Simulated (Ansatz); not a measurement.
# VH2SClO2 (SMILES [OH][V]([OH])(=[S])[Cl]): RASSCF(4,7)/ANO-RCC-MB (sfX2C, density fitting with def2-universal-jkfit, def2-SVP-rifit for correlation, accuracy low, max holes 1, max particles 1, ras orbitals (1, 2, 4))

What is the energy change on altering one bond length of VH2SClO2 at RASSCF(4,7)/ANO-RCC-MB (sfX2C, density fitting with def2-universal-jkfit, def2-SVP-rifit for correlation, accuracy low, max holes 1, max particles 1, ras orbitals (1, 2, 4))? 

The results are computed with Ansatz 0.2.0.

2 further runs of the same task are left out: 1 that didn't finish, 1 set aside as unsound or not needed.

## (1) The molecule

The species is VH2SClO2 (7 atoms), meant as a singlet with charge 0. SMILES: `[OH][V]([OH])(=[S])[Cl]`. Geometry: relaxed at PBE0-D4/def2-TZVP. This is one conformer, not always the lowest.

Bond lengths: O1–V2 1.741 Å, V2–O3 1.741 Å, V2–S4 1.993 Å, V2–Cl5 2.153 Å, O1–H6 0.962 Å, O3–H7 0.961 Å. Angles: O1–V2–O3 109.3°, O1–V2–S4 110.0°, O1–V2–Cl5 109.6°, O3–V2–S4 110.0°, O3–V2–Cl5 109.6°, S4–V2–Cl5 108.4°, V2–O1–H6 124.1°, V2–O3–H7 124.1°.

## (2) Energy and forces at RASSCF(4,7)/ANO-RCC-MB (sfX2C, density fitting with def2-universal-jkfit, def2-SVP-rifit for correlation, accuracy low, max holes 1, max particles 1, ras orbitals (1, 2, 4))

run.yaml

```yaml
crystal:
  periodic: [false, false, false]
  atoms:
    - {symbol: O, position_ang: [-1.183700, 0.544400, 0.978100]}
    - {symbol: V, position_ang: [0.053000, 0.153600, -0.183600]}
    - {symbol: O, position_ang: [1.426600, -0.522600, 0.645600]}
    - {symbol: S, position_ang: [-0.649900, -1.150700, -1.515900]}
    - {symbol: Cl, position_ang: [0.649300, 1.938700, -1.230200]}
    - {symbol: H, position_ang: [-2.108400, 0.298400, 0.883600]}
    - {symbol: H, position_ang: [1.874400, -1.329800, 0.376700]}
basis:
  gaussian:
    orbitals: ANO-RCC-MB.json
    fitting: {mean_field: def2-universal-jkfit, correlation: def2-SVP-rifit.json}
correlation:
  active_space: {ras: {orbitals: [1, 2, 4], electrons: 4, max_holes: 1, max_particles: 1}}
  electrons: all
accuracy: low
output: {forces: true, orbitals: {seedname: orbitals}}
```

The basis set ANO-RCC-MB is read from a file made from the Basis Set Exchange's data (not shown).

Started as:

```
$ ansatz run run.yaml --threads 1 --pin off --max-ram 2610MiB --events-out events.jsonl --progress --plain --runs-dir runs
```

The program printed:

```text
Warning: RAYON_NUM_THREADS=1 ignored (pool sized by the plan → 1); use --threads N
Functional definition: HF
  name "HF"
  exchange = exact_x
  correlation = 0
710 factors; integrals over basis functions are off by at most 3.7e-3 eV
mean field evaluation 1: about -53279.8905 eV, gradient 6.3e1 eV
mean field evaluation 2: about -53172.4281 eV, gradient 2.2e2 eV
mean field evaluation 4: about -53293.8997 eV, gradient 7.4e0 eV
mean field evaluation 8: about -53294.0825 eV, gradient 2.5e-1 eV
mean field evaluation 16: about -53294.0795 eV, gradient 6.0e-1 eV
mean field evaluation 32: about -53293.9837 eV, gradient 3.2e0 eV
mean field evaluation 64: about -53294.0778 eV, gradient 3.6e-1 eV
mean field -53294.08849903 eV, -1958.5216283088 hartree, gradient 1.4e-6 eV, S^2 0.000000; 6 other end points of the search recorded, 0 dependent functions left out
reference -53294.08849903 eV, -1958.5216283088 hartree; 37, 37 occupied and 11, 11 virtual orbitals, 710 factors
state -53296.94990630 eV, -1958.6267830863 hartree
the calculation of the forces begins
Total energy: -53296.94990630 eV, -1958.6267830863 hartree
Relativity: scalar
Atom 0 at    -1.183700     0.544400     0.978100 Å, force     2.721237     0.229853    -0.620383 eV/Å
Atom 1 at     0.053000     0.153600    -0.183600 Å, force     1.287053     1.874080     4.090167 eV/Å
Atom 2 at     1.426600    -0.522600     0.645600 Å, force    -1.854233     2.103276    -0.037346 eV/Å
Atom 3 at    -0.649900    -1.150700    -1.515900 Å, force    -1.299673    -2.435876    -2.386460 eV/Å
Atom 4 at     0.649300     1.938700    -1.230200 Å, force     0.482698     1.509488    -1.054610 eV/Å
Atom 5 at    -2.108400     0.298400     0.883600 Å, force    -3.364499    -0.536826     0.347687 eV/Å
Atom 6 at     1.874400    -1.329800     0.376700 Å, force     2.027417    -2.743995    -0.339055 eV/Å
Dipole moment:    -0.346517    -0.826172    -0.069526 e Å
```

Wall time 27 s (1 thread of Intel Xeon Platinum 8259CL at 2.50GHz (Skylake/Cascade Lake), shared host).

## (3) The distorted shape at the same level

run.yaml

```yaml
crystal:
  periodic: [false, false, false]
  atoms:
    - {symbol: O, position_ang: [-1.228478, 0.625116, 1.004989]}
    - {symbol: V, position_ang: [0.008222, 0.234316, -0.156711]}
    - {symbol: O, position_ang: [1.381822, -0.441884, 0.672489]}
    - {symbol: S, position_ang: [-0.694678, -1.069984, -1.489011]}
    - {symbol: Cl, position_ang: [0.604522, 2.019416, -1.203311]}
    - {symbol: H, position_ang: [-2.153178, 0.379116, 0.910489]}
    - {symbol: H, position_ang: [1.874400, -1.329800, 0.376700]}
basis:
  gaussian:
    orbitals: ANO-RCC-MB.json
    fitting: {mean_field: def2-universal-jkfit, correlation: def2-SVP-rifit.json}
correlation:
  active_space: {ras: {orbitals: [1, 2, 4], electrons: 4, max_holes: 1, max_particles: 1}}
  electrons: all
accuracy: low
output: {forces: true, orbitals: {seedname: orbitals}}
```

The basis set ANO-RCC-MB is read from a file made from the Basis Set Exchange's data (not shown).

Started as:

```
$ ansatz run run.yaml --threads 1 --pin off --max-ram 2610MiB --events-out events.jsonl --progress --plain --runs-dir runs
```

The program printed (excerpt; [...] marks lines left out):

```text
Warning: RAYON_NUM_THREADS=1 ignored (pool sized by the plan → 1); use --threads N
[... 2 set-up lines as earlier in the session ...]
[...]
710 factors; integrals over basis functions are off by at most 3.7e-3 eV
[...]
mean field -53294.14696296 eV, -1958.5237768184 hartree, gradient 2.7e-6 eV, S^2 0.000000; 6 other end points of the search recorded, 0 dependent functions left out
reference -53294.14696296 eV, -1958.5237768184 hartree; 37, 37 occupied and 11, 11 virtual orbitals, 710 factors
state -53296.99634293 eV, -1958.6284896010 hartree
[...]
Total energy: -53296.99634293 eV, -1958.6284896010 hartree
Relativity: scalar
Atom 0 at    -1.228478     0.625116     1.004989 Å, force     2.701760     0.240309    -0.579390 eV/Å
Atom 1 at     0.008222     0.234316    -0.156711 Å, force     1.268721     1.777444     3.981154 eV/Å
Atom 2 at     1.381822    -0.441884     0.672489 Å, force     0.689597    -2.231277    -1.307203 eV/Å
Atom 3 at    -0.694678    -1.069984    -1.489011 Å, force    -1.323481    -2.414622    -2.391903 eV/Å
Atom 4 at     0.604522     2.019416    -1.203311 Å, force     0.493102     1.530826    -1.061398 eV/Å
Atom 5 at    -2.153178     0.379116     0.910489 Å, force    -3.353120    -0.536326     0.342633 eV/Å
Atom 6 at     1.874400    -1.329800     0.376700 Å, force    -0.476578     1.633646     1.016105 eV/Å
Dipole moment:    -0.318271    -0.844312    -0.055277 e Å
```

Wall time 28 s (1 thread of Intel Xeon Platinum 8259CL at 2.50GHz (Skylake/Cascade Lake), shared host).

## (4) What came out

At RASSCF(4,7)/ANO-RCC-MB (sfX2C, density fitting with def2-universal-jkfit, def2-SVP-rifit for correlation, accuracy low, max holes 1, max particles 1, ras orbitals (1, 2, 4)):

| quantity | value |
| --- | --- |
| first shape: total energy | -1958.62678 Eh |
| first shape: dipole moment (correlated density) | 4.32 D |
| first shape: largest force on an atom | 4.680 eV/Å |
| distorted shape: total energy | -1958.62849 Eh |
| distorted shape: dipole moment (correlated density) | 4.34 D |
| distorted shape: largest force on an atom | 4.541 eV/Å |
| energy change with the O3–H7 bond stretched from 0.961 to 1.058 Å | -0.046 eV |

**Reading.** With the O3–H7 bond stretched from 0.961 to 1.058 Å the energy falls by 0.05 eV (1.1 kcal/mol). The first shape isn't relaxed at this level, so the change isn't measured from a minimum. The minimal basis adds a large error of its own. The largest force (first shape) is 4.68 eV/Å: the shape isn't a stationary point for this species at this level. Mulliken charges (first shape) run from -0.73 on O3 to +1.27 on V2. The accuracy setting (first shape) is loose, so the last digits carry no meaning. The accuracy setting (distorted shape) is loose, so the last digits carry no meaning.
